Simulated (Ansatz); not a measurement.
# InCl2O (SMILES [O][In]([Cl])[Cl]) at UPBE/def2-SVPD (core potential)

Aim: the vertical doublet–quartet gap of InCl2O at UPBE/def2-SVPD (core potential), from 2 runs. 

Program for the calculation: Ansatz 0.2.0.

34 further runs of the same task are left out: 1 that didn't finish, 33 set aside as unsound or not needed. Runs told in other sessions of the task aren't counted.

### Step 1. The structure to begin with

InCl2O has 4 atoms, charge 0, and is taken as a doublet. SMILES: `[O][In]([Cl])[Cl]`. Geometry: relaxed at PBE0-D4/def2-TZVP.

Bond lengths: O1–In2 1.989 Å, In2–Cl3 2.293 Å, In2–Cl4 2.293 Å. Angles: O1–In2–Cl3 119.2°, O1–In2–Cl4 119.2°, Cl3–In2–Cl4 121.6°.

### Step 2. The energy at UPBE/def2-SVPD (core potential)

in.yaml reads:

```yaml
crystal:
  periodic: [false, false, false]
  atoms:
    - {symbol: O, position_ang: [0.606300, 1.014000, 1.667600]}
    - {symbol: In, position_ang: [0.031700, 0.016000, 0.045400]}
    - {symbol: Cl, position_ang: [0.741600, -2.145000, -0.248200]}
    - {symbol: Cl, position_ang: [-1.324100, 1.054700, -1.485200]}
basis:
  gaussian:
    orbitals: def2-SVPD
magnetization:
  spin_polarized: true
  initial_magnetization: 1
hamiltonian:
  xc: pbe
accuracy: high
output: {orbitals: {seedname: orbitals}}
```

Command:

```console
$ ansatz run in.yaml --threads 1 --pin off --max-ram 3480MiB --events-out events.jsonl --progress --plain --runs-dir runs
```

Log:

```text
Warning: RAYON_NUM_THREADS=1 ignored (pool sized by the plan → 1); use --threads N
Functional definition: PBE
  name "PBE"
  parameter kappa = 0.804
  parameter beta = 0.06672455060314922
  exchange = pbe_x(kappa = kappa, mu = beta*pi^2/3)
  correlation = pbe_c(beta = beta)
2170 factors; integrals over basis functions are off by at most 3.0e-9 eV
mean field evaluation 1: about -32224.9922 eV, gradient 6.0e1 eV
mean field evaluation 2: about -31948.0182 eV, gradient 1.5e2 eV
mean field evaluation 4: about -32244.3603 eV, gradient 1.3e1 eV
mean field evaluation 8: about -32245.3350 eV, gradient 5.7e-2 eV
mean field evaluation 16: about -32245.3320 eV, gradient 2.1e-4 eV
mean field evaluation 32: about -32244.9454 eV, gradient 5.6e0 eV
mean field evaluation 64: about -32245.1279 eV, gradient 2.0e-1 eV
mean field -32245.33195333 eV, -1184.9940926139 hartree, gradient 8.5e-8 eV, S^2 0.755172; 8 other end points of the search recorded, 0 dependent functions left out
reference -32245.33195682 eV, -1184.9940927421 hartree; 32, 31 occupied and 77, 78 virtual orbitals, 2170 factors
Total energy: -32245.33195682 eV, -1184.9940927421 hartree
```

Run time: 29 s. Hardware: 1 thread of Arm Neoverse V2, shared host; peak memory 0.41 GiB.

### Step 3. The quartet at the same level

in.yaml reads:

```yaml
crystal:
  periodic: [false, false, false]
  atoms:
    - symbol: O
      position_ang: [0.606300, 1.014000, 1.667600]
    - symbol: In
      position_ang: [0.031700, 0.016000, 0.045400]
    - symbol: Cl
      position_ang: [0.741600, -2.145000, -0.248200]
    - symbol: Cl
      position_ang: [-1.324100, 1.054700, -1.485200]
basis:
  gaussian:
    orbitals: def2-SVPD
magnetization:
  spin_polarized: true
  initial_magnetization: 3
hamiltonian:
  xc: {name: PBE}
accuracy: high
output: {orbitals: {seedname: orbitals}}
```

Command:

```console
$ ansatz run in.yaml --threads 1 --pin off --max-ram 3480MiB --events-out events.jsonl --progress --plain --runs-dir runs
```

Log, shortened:

```text
Warning: RAYON_NUM_THREADS=1 ignored (pool sized by the plan → 1); use --threads N
Functional definition: PBE
  name "PBE"
[...]
2170 factors; integrals over basis functions are off by at most 3.0e-9 eV
[...]
mean field -32241.32029613 eV, -1184.8466669310 hartree, gradient 2.5e-8 eV, S^2 3.755880; 30 other end points of the search recorded, 0 dependent functions left out
reference -32241.32030019 eV, -1184.8466670801 hartree; 33, 30 occupied and 76, 79 virtual orbitals, 2170 factors
Total energy: -32241.32030019 eV, -1184.8466670801 hartree
```

Wall time 2.6 min (1 thread of Arm Neoverse V2, shared host); peak memory 0.42 GiB.

### Step 4. Summary of results

Level: UPBE/def2-SVPD (core potential).

| quantity | value |
| --- | --- |
| doublet: total energy | -1184.99409 Eh |
| doublet: HOMO energy (highest over α and β) | -7.65 eV |
| doublet: LUMO energy (lowest over α and β) | -6.72 eV |
| doublet: ⟨S²⟩ | 0.755 |
| quartet: total energy | -1184.84667 Eh |
| quartet: HOMO energy (highest over α and β) | -4.09 eV |
| quartet: ⟨S²⟩ | 3.756 |
| vertical energy of the quartet above the doublet | 4.012 eV |

**Reading.** At this shape the quartet lies 4.01 eV (387 kJ/mol) above the doublet.
